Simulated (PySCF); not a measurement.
# C5H10SSi: electronic excitations

Aim: predict the electronic excitations of C5H10SSi (`C[SiH2]S[C@]12C[C@H]1C2`).

The runs use PySCF 2.14.0, with density-fitted response routines of our own; the level of theory stands in each step. All values are computed, except where a source is named. Atoms are numbered from 0 throughout.

## 1. The molecule as given

17 atoms, charge 0, multiplicity 1; geometry from: GFN2-xTB.

Bonds of the start (Å): C0–Si1 1.90, Si1–S2 2.16, S2–C3 1.76, C3–C4 1.50, C4–C5 1.50, C5–C6 1.50, C5–C3 1.49, C6–C3 1.50, C0–H7 1.09, C0–H8 1.09, C0–H9 1.09, Si1–H10 1.46, Si1–H11 1.46, C4–H12 1.08, C4–H13 1.09, C5–H14 1.07, C6–H15 1.08, C6–H16 1.09.

## 2. TDDFT and polarisability: CAM-B3LYP/def2-SVPD

The job: settings as JSON, then the geometry in Å.

```
{"job": {"kind": "uv", "xc": "CAM-B3LYP", "basis": "def2-SVPD", "nstates": 8, "ntriplets": 3}, "charge": 0, "multiplicity": 1}
C      2.346877    -0.790691     0.628978
Si     1.780317     1.016800     0.693377
S     -0.272411     1.108224     1.364657
C     -1.024721     0.279430     0.004548
C     -1.638826     0.810101    -1.256205
C     -2.426184    -0.074861    -0.340698
C     -1.398415    -1.156215    -0.212153
H      1.801006    -1.350131    -0.126809
H      3.404462    -0.860714     0.393285
H      2.183995    -1.285810     1.583301
H      2.484550     1.804072     1.695403
H      1.813650     1.627339    -0.633594
H     -1.893205     1.861996    -1.280848
H     -1.299988     0.416888    -2.209896
H     -3.371302     0.062124     0.136387
H     -1.450738    -1.797293     0.658596
H     -1.046065    -1.659228    -1.108239
```

Method: TDDFT CAM-B3LYP/def2-SVPD, vertical, gas phase, core orbitals frozen in the response.

Run with:

```sh
$ OMP_NUM_THREADS=1 python probes_run.py task.json out
```

This one command runs all jobs of the session in turn.

The program printed:

```text
coarse grid: 14880 points
cycle   1  E = -883.5824168237  dE =  1.111e+00  |g| = 3.332e-01  |ddm| = 6.234e+00
cycle   2  E = -883.6018576535  dE = -1.944e-02  |g| = 2.499e-01  |ddm| = 1.109e+00
cycle   3  E = -883.6178530175  dE = -1.600e-02  |g| = 3.933e-02  |ddm| = 5.229e-01
cycle   4  E = -883.6181811063  dE = -3.281e-04  |g| = 2.435e-02  |ddm| = 1.238e-01
cycle   5  E = -883.6183325114  dE = -1.514e-04  |g| = 3.422e-03  |ddm| = 6.183e-02
cycle   6  E = -883.6183360354  dE = -3.524e-06  |g| = 1.425e-03  |ddm| = 1.119e-02
final grid: 133432 points
cycle   7  E = -883.7318815373  dE = -3.507e-05  |g| = 4.374e-03  |ddm| = 9.468e-02
cycle   8  E = -883.7318814350  dE =  1.023e-07  |g| = 4.539e-03  |ddm| = 1.675e-02
cycle   9  E = -883.7318866920  dE = -5.257e-06  |g| = 3.428e-04  |ddm| = 7.575e-03
cycle  10  E = -883.7318867141  dE = -2.208e-08  |g| = 2.203e-04  |ddm| = 1.225e-03
cycle  11  E = -883.7318867262  dE = -1.204e-08  |g| = 3.510e-05  |ddm| = 5.605e-04
cycle  12  E = -883.7318867266  dE = -4.013e-10  |g| = 8.775e-06  |ddm| = 1.439e-04
converged SCF energy = -883.7318867266

Static polarisability (au): isotropic 102.474, principal 90.309 97.684 119.429

Singlet excitations
state   eV       nm        f      main configurations
  1   5.9477    208.5   0.00509   H->L+2 0.49, H->L 0.13, H->L+5 0.11
  2   6.3127    196.4   0.02325   H->L+1 0.77, H->L+2 0.14
  3   6.6431    186.6   0.00652   H->L 0.36, H-1->L+2 0.24, H-1->L+1 0.09
  4   6.7388    184.0   0.05355   H->L 0.33, H-1->L+2 0.31
  5   6.8700    180.5   0.07341   H-1->L+1 0.69, H-1->L 0.17
  6   7.0944    174.8   0.03445   H-1->L 0.29, H->L+3 0.26, H->L+6 0.11
  7   7.1103    174.4   0.00962   H->L+7 0.25, H->L+4 0.21, H-1->L 0.20
  8   7.1915    172.4   0.04728   H->L+3 0.40, H->L+4 0.20, H-1->L 0.12

Triplet excitations (Tamm-Dancoff, eV): 5.5444 5.9189 6.1953
```

Wall time 2.6 min (1 thread of Intel Xeon at 2.50GHz, shared host); peak memory 1 GiB.

The orbitals next to the gap, with their largest atomic shares:

```
orbital      eV                       atoms
 HOMO−3  -10.65  C0 16 %, C6 15 %, Si1 14 %
 HOMO−2  -10.13   S2 32 %, C5 16 %, C3 12 %
 HOMO−1   -8.30   C5 23 %, C3 22 %, S2 19 %
   HOMO   -8.05    S2 64 %, C3 9 %, Si1 7 %
   LUMO    1.16  Si1 28 %, C0 16 %, S2 10 %
 LUMO+1    1.28  S2 36 %, Si1 20 %, H10 6 %
 LUMO+2    1.49  S2 46 %, Si1 10 %, H10 6 %
```

With each of the 8 states as a Gaussian band of 0.4 eV half-width at 1/e, the curve within the window shown has maxima at 179 nm (ε 7,600) L/(mol cm). Beyond the last state computed it falls off for lack of states. The curve at chosen wavelengths:

```json
{"nm": "165", "ε (L/mol/cm)": "2100"}
{"nm": "168", "ε (L/mol/cm)": "3657"}
{"nm": "170", "ε (L/mol/cm)": "4792"}
{"nm": "173", "ε (L/mol/cm)": "6330"}
{"nm": "176", "ε (L/mol/cm)": "7341"}
{"nm": "178", "ε (L/mol/cm)": "7609"}
{"nm": "181", "ε (L/mol/cm)": "7383"}
{"nm": "183", "ε (L/mol/cm)": "6878"}
{"nm": "186", "ε (L/mol/cm)": "5789"}
{"nm": "189", "ε (L/mol/cm)": "4572"}
{"nm": "191", "ε (L/mol/cm)": "3809"}
{"nm": "194", "ε (L/mol/cm)": "2838"}
{"nm": "197", "ε (L/mol/cm)": "2096"}
{"nm": "199", "ε (L/mol/cm)": "1714"}
{"nm": "202", "ε (L/mol/cm)": "1269"}
{"nm": "205", "ε (L/mol/cm)": "937"}
{"nm": "207", "ε (L/mol/cm)": "761"}
{"nm": "210", "ε (L/mol/cm)": "549"}
{"nm": "213", "ε (L/mol/cm)": "388"}
{"nm": "215", "ε (L/mol/cm)": "304"}
{"nm": "218", "ε (L/mol/cm)": "206"}
{"nm": "220", "ε (L/mol/cm)": "156"}
{"nm": "223", "ε (L/mol/cm)": "100"}
{"nm": "226", "ε (L/mol/cm)": "62"}
{"nm": "228", "ε (L/mol/cm)": "45"}
{"nm": "231", "ε (L/mol/cm)": "26"}
```

Leading natural transition orbitals of singlet state 5: the hole lies on C3, C5 about 23 % each; S2 21 %; Si1 7 %; the particle on S2 22 %; H10, H13 about 11 % each; H11, H16 about 8 % each.

Leading natural transition orbitals of singlet state 1: the hole lies on S2 77 %; the particle on S2 44 %; Si1 12 %; C3 11 %.

Further results of this job:

```
           property  computed
  dipole moment (D)      1.39
polarisability (Å³)     15.19
 HOMO–LUMO gap (eV)      9.21
      −ε(HOMO) (eV)      8.05
```

The fields below are evaluated on a grid from the run's orbitals.

Frontier orbitals at CAM-B3LYP/def2-SVPD, with the share of their density that lies nearest to each atom:

```
orbital  energy (eV)                                                    lies on
   HOMO        -8.05                                                    S2 71 %
   LUMO         1.16  H8, H10 about 18 % each; H9, H11 about 13 % each; H7 11 %
```

ELF in a plane through or near 5 of the atoms.

Ten even steps from ' ' (0.00) to '@' (1.00):
```
                                                        
                                                        
                                                        
                ..==##**::        ..++++::              
                ==@@@@@@%%..    ..**@@@@%%::            
              ..##@@@@@@@@::    ::%%@@@@@@==            
              ..##@@@@@@@@    ..--##@@@@##::            
              ..==%%@@@@**    --++==--**==..            
              ..--==++==..  ::==**==--++++::            
        ::====--++++--..    --====++++**++::..          
      --@@@@@@%%++++++::    ....    ..::--::            
      ++@@@@@@@@++%%@@%%..  ..::==--....::..            
      --@@@@@@####@@@@@@--  ::%%@@@@++....              
        ==##**--**@@@@@@::  ==@@@@@@##..                
                ..++%%++    --%%@@@@**..                
                    ..        --++++::                  
                                                        
                                                        
                                                        
                                                        
```
The map spans 12.0 Å across and 9.1 Å up, centred on the molecule. Atoms in the plane (x, y in Å): C4 (2.0, 0.8), H7 (-1.7, -1.2), H8 (-3.4, -0.7), H11 (-1.5, 1.8), H16 (1.3, -1.6).

On the surface of density 0.002 e/bohr³ the electrostatic potential runs, from the 1st to the 99th percentile, from -0.93 V near S2 to 0.97 V near H8.

## 3. Summary of results

```
                                quantity                        value
    lowest singlet (CAM-B3LYP/def2-SVPD)  5.95 eV (208 nm), f = 0.005
brightest single state of those computed  state 5, 6.87 eV, f = 0.073
                          lowest triplet                      5.54 eV
   surface potential, 1st and 99th percentile           -0.93 V and 0.97 V
```

The lowest singlet, at 5.95 eV, is HOMO→LUMO+2 0.49, HOMO→LUMO 0.13 and is weak; of the 8 states computed, the strongest absorption comes from state 5 at 6.87 eV (the last state computed is bright too, and its partners may lie past the list). The lowest triplet lies 0.40 eV below the lowest singlet (triplets in Tamm-Dancoff, singlets in full TDDFT).
